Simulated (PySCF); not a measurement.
# triplet C2H6GeO2: levels of theory compared

Aim: a comparison of 6 runs (U-r2SCAN/6-31G*, U-revPBE/6-31G*, UBLYP/6-31G*, UPBE/6-31G*, USVWN5/6-31G*, UTPSS/6-31G*) of triplet C2H6GeO2. 

The calculation is run with PySCF 2.14.0.

1 further run of the same task is left out (set aside as unsound or not needed).

### Step 1. Starting point

C2H6GeO2: 11 atoms, total charge 0, spin state triplet. SMILES of the parent species: `CC(=O)[O][GeH3]`. The coordinates come from a PBE0-D4/def2-TZVP relaxation. This is one conformer, not always the lowest. That shape belongs to the parent species and isn't relaxed for this state.

Bond lengths: C1–C2 1.497 Å, C2–O3 1.209 Å, C2–O4 1.328 Å, O4–Ge5 1.834 Å, C1–H6 1.087 Å, C1–H7 1.092 Å, C1–H8 1.092 Å, Ge5–H9 1.529 Å, Ge5–H10 1.534 Å, Ge5–H11 1.529 Å. Some angles: C1–C2–O3 124.8°, C1–C2–O4 113.2°, O3–C2–O4 122.1°, C2–O4–Ge5 112.9°, C2–C1–H6 110.0°, C2–C1–H7 109.6°, C2–C1–H8 109.6°, O4–Ge5–H9 109.1°, O4–Ge5–H10 100.1°, O4–Ge5–H11 109.1°.

### Step 2. The energy at U-r2SCAN/6-31G(d) (spherical functions) (run 1)

The input, calc.py:

```python
from pyscf import gto, dft

molecule = gto.M(
    atom='''
C     -0.171020    -2.988413     2.303387
C     -0.548965    -1.072986     0.255869
O     -2.114981    -1.228322    -1.400476
O      1.028956     0.872109     0.418952
Ge     0.548399     3.209133    -2.094006
H     -1.495718    -4.540256     2.066793
H      1.767839    -3.690446     2.247073
H     -0.442952    -2.095706     4.143036
H     -2.110068     4.315757    -1.860813
H      2.590626     5.141189    -1.390083
H      1.070908     1.970417    -4.650994
''',
    unit='bohr',
    spin=2,
    verbose=3,
    max_memory=1860,
    basis='6-31g*',
)

calc0 = dft.UKS(molecule)
calc0.xc = 'r2scan'
calc0.grids.level = 5
calc0.conv_tol = 1e-10
calc0.kernel()
if not calc0.converged:
    calc0 = calc0.newton().run(calc0.mo_coeff, calc0.mo_occ)

e_final = calc0.e_tot
print(f'total energy: {e_final:.8f} hartree')
```

On the command line:

```
$ OMP_NUM_THREADS=1 python calc.py
```

What it wrote:

```text
WARN: HOMO -0.082395995237706 >= LUMO -0.351221431759458

WARN: HOMO -0.0152097566281988 >= LUMO -0.192753897673645

WARN: HOMO -0.0340784904552493 >= LUMO -0.211432120023326

WARN: HOMO -0.0315348283926791 >= LUMO -0.230955849132411

WARN: HOMO -0.0319230711597247 >= LUMO -0.2115368858656

WARN: HOMO -0.0433743954887467 >= LUMO -0.213697829659678

WARN: HOMO -0.0460347447793894 >= LUMO -0.21471815007414

WARN: HOMO -0.0458169591562227 >= LUMO -0.214187789443698

WARN: HOMO -0.046265462757709 >= LUMO -0.214369494960057

WARN: HOMO -0.0462134422091767 >= LUMO -0.21433834331633

WARN: HOMO -0.0462271460263004 >= LUMO -0.214368179592657

WARN: HOMO -0.0462296209910353 >= LUMO -0.214378953406346

WARN: HOMO -0.046225571031957 >= LUMO -0.214374478794649

WARN: HOMO -0.0462281583791175 >= LUMO -0.214377959415428

WARN: HOMO -0.0462278548116291 >= LUMO -0.214377013227184

WARN: HOMO -0.0462271753439958 >= LUMO -0.214377392747129

converged SCF energy = -2306.6750330587  <S^2> = 2.0078733  2S+1 = 3.0052443
total energy: -2306.67503306 hartree
```

Run time: 3.1 min. Hardware: 1 thread of Arm Neoverse V1, shared host; peak memory 0.57 GiB.

### Step 3. The energy at U-revPBE/6-31G(d) (spherical functions) (run 2)

The input, job.py:

```python
from pyscf import gto, dft

mol = gto.M(
    atom='''
C   -0.090500  -1.581400   1.218900
C   -0.290500  -0.567800   0.135400
O   -1.119200  -0.650000  -0.741100
O    0.544500   0.461500   0.221700
Ge   0.290200   1.698200  -1.108100
H   -0.791500  -2.402600   1.093700
H    0.935500  -1.952900   1.189100
H   -0.234400  -1.109000   2.192400
H   -1.116600   2.283800  -0.984700
H    1.370900   2.720600  -0.735600
H    0.566700   1.042700  -2.461200
''',
    verbose=4,
    basis='6-31g*',
    spin=2,
    max_memory=1860,
)

calc0 = dft.UKS(mol, xc='revpbe')
calc0.conv_tol = 1e-10
calc0.grids.level = 5
calc0.kernel()
if not calc0.converged:
    calc0 = calc0.newton().run(calc0.mo_coeff, calc0.mo_occ)

etot = calc0.e_tot
print('Final energy', etot)
```

On the command line:

```
$ OMP_NUM_THREADS=1 python job.py
```

What it wrote:

```text
PySCF version 2.14.0

[... 61 lines left out ...]
[... the frontier-level lines of each cycle are left out ...]
[... 10 lines left out ...]
[... 7 lines left out ...]
[... 11 lines left out ...]
[... 11 lines left out ...]
[... 11 lines left out ...]
[... 11 lines left out ...]
[... 11 lines left out ...]
[... 11 lines left out ...]
[... 5 lines left out ...]

cycle= 17 E= -2306.57746721118  delta_E= -6.4e-10  |g|= 2.33e-05  |ddm|= 0.000158


cycle= 18 E= -2306.57746721166  delta_E= -4.86e-10  |g|= 1.09e-05  |ddm|= 0.000148


cycle= 19 E= -2306.5774672118  delta_E= -1.4e-10  |g|= 5.71e-06  |ddm|= 0.000105


cycle= 20 E= -2306.57746721184  delta_E= -4e-11  |g|= 1.88e-06  |ddm|= 5.73e-05


Extra cycle  E= -2306.57746721184  delta_E= 1.82e-12  |g|= 4.49e-06  |ddm|= 1.44e-05
converged SCF energy = -2306.57746721184  <S^2> = 2.0034259  2S+1 = 3.002283
Final energy -2306.577467211842
```

Wall time 1.7 min (1 thread of Arm Neoverse V1, shared host); peak memory 0.56 GiB.

Runs 3 to 5 aren't shown in full; the table further down has their settings and results.

### Step 4. The energy at UTPSS/6-31G(d) (spherical functions) (run 6)

The input, input.xyz:

```xyz
11

C     -0.090500    -1.581400     1.218900
C     -0.290500    -0.567800     0.135400
O     -1.119200    -0.650000    -0.741100
O      0.544500     0.461500     0.221700
Ge     0.290200     1.698200    -1.108100
H     -0.791500    -2.402600     1.093700
H      0.935500    -1.952900     1.189100
H     -0.234400    -1.109000     2.192400
H     -1.116600     2.283800    -0.984700
H      1.370900     2.720600    -0.735600
H      0.566700     1.042700    -2.461200
```

The input, calc.py:

```python
from pyscf import gto, dft

system = gto.M(
    atom='input.xyz',
    spin=2,
    verbose=3,
    max_memory=1860,
    basis='6-31g*',
)

ks = dft.UKS(system, xc='tpss')
ks.grids.level = 5
ks.conv_tol = 1e-10
ks.kernel()
if not ks.converged:
    ks = ks.newton().run(ks.mo_coeff, ks.mo_occ)

energy = ks.e_tot
print(f'total energy: {energy:.8f} hartree')
```

On the command line:

```
$ OMP_NUM_THREADS=1 python calc.py
```

What it wrote:

```text
WARN: HOMO -0.0871566408468771 >= LUMO -0.345728703004309

WARN: HOMO -0.0381979227352365 >= LUMO -0.225745892787334

WARN: HOMO -0.0580497624411724 >= LUMO -0.126467842772218

WARN: HOMO -0.0388196755019456 >= LUMO -0.205060119980758

WARN: HOMO -0.061605765994631 >= LUMO -0.234309346434391

WARN: HOMO -0.048503410111715 >= LUMO -0.243338588126929

WARN: HOMO -0.0394206086463234 >= LUMO -0.227446887681227

WARN: HOMO -0.0402638034410878 >= LUMO -0.228596272982891

WARN: HOMO -0.0401252653181747 >= LUMO -0.22670535401699

WARN: HOMO -0.039073874510243 >= LUMO -0.224617689998432

WARN: HOMO -0.0384087453530424 >= LUMO -0.22383534027313

WARN: HOMO -0.0382802050970525 >= LUMO -0.223715759079533

WARN: HOMO -0.0381539629834378 >= LUMO -0.223541897031663

WARN: HOMO -0.03816017293039 >= LUMO -0.223552749248847

WARN: HOMO -0.038164483856451 >= LUMO -0.223557601742191

WARN: HOMO -0.0381630841203537 >= LUMO -0.223556531776762

WARN: HOMO -0.0381631467328787 >= LUMO -0.223555518840258

WARN: HOMO -0.0381629201079434 >= LUMO -0.223555628777545

converged SCF energy = -2306.82034842862  <S^2> = 2.0045484  2S+1 = 3.0030308
total energy: -2306.82034843 hartree
```

Run time: 3.3 min. Hardware: 1 thread of Arm Neoverse V1, shared host; peak memory 0.57 GiB.

### Step 5. All runs side by side

```
run                                  level   energy (Eh)  dipole moment (D)  HOMO energy (eV)   ⟨S²⟩  wall time
  1  U-r2SCAN/6-31G* (spherical functions)  -2306.675033               0.72             -1.26  2.008    3.1 min
  2  U-revPBE/6-31G* (spherical functions)  -2306.577467               0.62             -0.85  2.003    1.7 min
  3     UBLYP/6-31G* (spherical functions)  -2306.789826               0.62             -0.74  2.003       98 s
  4      UPBE/6-31G* (spherical functions)  -2306.226457               0.62             -0.88  2.003       96 s
  5    USVWN5/6-31G* (spherical functions)  -2301.834671               0.46             -0.93  2.002    1.8 min
  6     UTPSS/6-31G* (spherical functions)  -2306.820348               0.61             -1.04  2.005    3.3 min
```

### Step 6. Outcome

| quantity | value |
| --- | --- |
| run 6: total energy | -2306.82035 Eh |
| run 6: dipole moment | 0.61 D |
| run 6: HOMO energy (highest over α and β) | -1.04 eV |
| run 6: ⟨S²⟩ | 2.005 |

The dipole moment (its size) runs from 0.46 D (USVWN5/6-31G*) to 0.72 D (U-r2SCAN/6-31G*). Totals of different functionals can't be ranked against each other. All runs together took 13 min, the longest 3.3 min.
